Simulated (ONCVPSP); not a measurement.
# Tungsten: generating and testing an ONCV potential

Aim: build the potential from the settings below, then test how well it stands in for the atom: other configurations, scattering, ghost states and the plane-wave cutoff that it needs.

Program: ONCVPSP 4.0.1. Reference atom: Wu-Cohen, scalar-relativistic, spherical and spin-unpolarised. All values are calculated.

## (1) Starting point

Typed settings, in words:

| Item | Value |
| --- | --- |
| element | tungsten (W, Z = 74) |
| type | optimised norm-conserving Vanderbilt (ONCV) |
| frozen core | [Kr] 4d10 4f14 |
| valence charge | 14 |
| reference configuration | 5s2 5p6 5d4 6s1.75 (charge +0.25) |
| partial waves | 5s+6s: rc 1.70 bohr, ncon 3, nbas 6, qcut 5.6 1/bohr, 2 projectors; 5p: rc 2.00 bohr, ncon 3, nbas 7, qcut 7.7 1/bohr, 1 projector; 5d: rc 2.20 bohr, ncon 4, nbas 9, qcut 7.2 1/bohr, 2 projectors, debl 1.4 Ha; f scattering state at 0.18 Ha: rc 2.00 bohr, ncon 4, nbas 8, qcut 5 1/bohr, 2 projectors, debl 0.4 Ha |
| local potential | polynomial inside 1.30 bohr (lpopt 5, dvloc0 0 Ha) |
| core correction | Teter function fitted to the true core (icmod 2), fcfact 0.2 |

The nodes and maxima of the atom's own shells, from an earlier all-electron run, set the scale for the radii.

All-electron outer shells of the reference configuration (Wu-Cohen, scalar-relativistic, ld1.x):

```tsv
shell	level (eV)	outermost node (bohr)	outermost maximum (bohr)
5s	-80.85	0.53	0.96
5p	-44.98	0.57	1.09
4f	-34.98	–	0.43
6s	-7.31	1.28	2.64
5d	-6.23	0.63	1.50
6p	-2.59	1.53	3.56
```

## (2) The generation run

Contents of W.dat:

```
# ATOM AND REFERENCE CONFIGURATION
# atsym  z   nc   nv     iexc    psfile
  W 74.00   10    4  -118130      upf
#
#   n    l    f
    1    0    2.00
    2    0    2.00
    2    1    6.00
    3    0    2.00
    3    1    6.00
    3    2   10.00
    4    0    2.00
    4    1    6.00
    4    2   10.00
    4    3   14.00
    5    0    2.00
    5    1    6.00
    5    2    4.00
    6    0    1.75
#
# PSEUDOPOTENTIAL AND OPTIMIZATION
# lmax
    3
#
#   l,   rc,      ep,       ncon, nbas, qcut
    0    1.70    0.00    3    6    5.60
    1    2.00    0.00    3    7    7.70
    2    2.20    0.00    4    9    7.20
    3    2.00    0.18    4    8    5.00
#
# LOCAL POTENTIAL
# lloc, lpopt,  rc(5),   dvloc0
    4    5    1.30    0.00
#
# VANDERBILT-KLEINMAN-BYLANDER PROJECTORs
# l, nproj, debl
    0    2    0.40
    1    1    3.90
    2    2    1.40
    3    2    0.40
#
# MODEL CORE CHARGE
# icmod, fcfact, rcfact
    2    0.20    0.65
#
# LOG DERIVATIVE ANALYSIS
# epsh1, epsh2, depsh
   -4.00    5.00    0.02
#
# OUTPUT GRID
# rlmax, drl
    6.00    0.01
#
# TEST CONFIGURATIONS
# ncnf
    4
# nvcnf
#   n    l    f
    4
    5    0    2.00
    5    1    6.00
    5    2    4.00
    6    0    2.00
#
    4
    5    0    2.00
    5    1    6.00
    5    2    4.00
    6    0    1.00
#
    4
    5    0    2.00
    5    1    6.00
    5    2    4.00
    6    0    0.00
#
    4
    5    0    2.00
    5    1    6.00
    5    2    3.00
    6    0    2.00
#
```

The run is started by

```console
$ oncvpsp.x < W.dat > W.out
```

Q: Predict the outcome of this session. Wanted: cutoffs for 1 and 0.1 mHa per electron, occupied waves; bound ghosts; GHOST(+) flags; largest test error; largest phase difference near zero energy, channels read; rms error of d²Exc/dn², without and with the model core.

As calculated:

| quantity | value |
| --- | --- |
| cutoffs for 1 and 0.1 mHa per electron, occupied waves | 15 Ha and 20 Ha |
| bound ghosts | f at -155.99 eV |
| GHOST(+) flags | s at 130 eV, f at 520 eV, f at 1052 eV |
| largest test error (AE − PS) | -16 meV, for 5s2 5p6 5d4 6s0 |
| largest phase difference near zero energy, channels read | 0.123 rad |
| rms error of d²Exc/dn², without and with the model core | 7.47 and 1.57 mHa |

**Reading.** A bound ghost (f) makes it unfit for use: electrons can fall into a state that the atom doesn't have. By total energies transferability is good: the largest error is 16 meV on 23.0 eV, for 5s2 5p6 5d4 6s0. Atomic tests can pass in spite of a ghost, since they solve only for the levels asked. By its cutoff, 15 Ha for the looser tolerance, it is soft on the atom at that tolerance. The 5d wave sets it; 6s needs 13 Ha. Near zero energy the largest phase difference among the channels read is 0.12 rad, in the p channel. The program also flags highly localised states, GHOST(+) (s, f). Note that the frozen 4f shell (-35 eV) lies no deeper than the valence 5s shell (-81 eV).
